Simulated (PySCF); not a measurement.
# C10H13N (4-dimethylaminostyrene): the cost of one run

Programs: PySCF 2.14.0, with routines of our own; each step states its level. All values are computed. Atoms count from 0.

## 1. The system as given

24 atoms, charge 0, multiplicity 1; geometry from: GFN2-xTB.

## 2. Optimising the geometry at PBE0-D3(BJ)/def2-SVP

Job settings and geometry (Å):

```
{"job": {"xc": "PBE0", "basis": "def2-SVP", "d3": "d3bj", "grid": 2, "kind": "geom"}, "charge": 0, "multiplicity": 1}
C      4.289706    -0.669835     0.448188
C      3.450595    -0.127048    -0.428181
C      2.004044    -0.042937    -0.321296
C      1.274689     0.567740    -1.342869
C     -0.097674     0.672014    -1.299106
C     -0.827020     0.165823    -0.213985
N     -2.193786     0.291417    -0.135642
C     -2.930960     0.882424    -1.224111
C     -2.927590    -0.491918     0.829295
C     -0.095406    -0.454501     0.810361
C      1.276286    -0.551197     0.755837
H      3.960933    -1.120894     1.368912
H      5.351994    -0.683152     0.271810
H      3.857163     0.309535    -1.333775
H      1.801400     0.967141    -2.199106
H     -0.601766     1.144622    -2.126385
H     -2.529265     1.870325    -1.456898
H     -3.970501     1.009337    -0.927892
H     -2.902219     0.267511    -2.133069
H     -3.994578    -0.378964     0.652304
H     -2.680310    -1.557101     0.760031
H     -2.716094    -0.150876     1.846779
H     -0.602850    -0.863768     1.668667
H      1.791473    -1.035934     1.571152
```

Started as:

```sh
$ OMP_NUM_THREADS=1 python excited_run.py task.json out
```

This one command runs all jobs of the session in turn.

**Question.** How long does this first job take on 1 thread of Arm Neoverse V2, shared host, and how much memory does it need?

About 4.3 min, with a peak of 1 GiB.
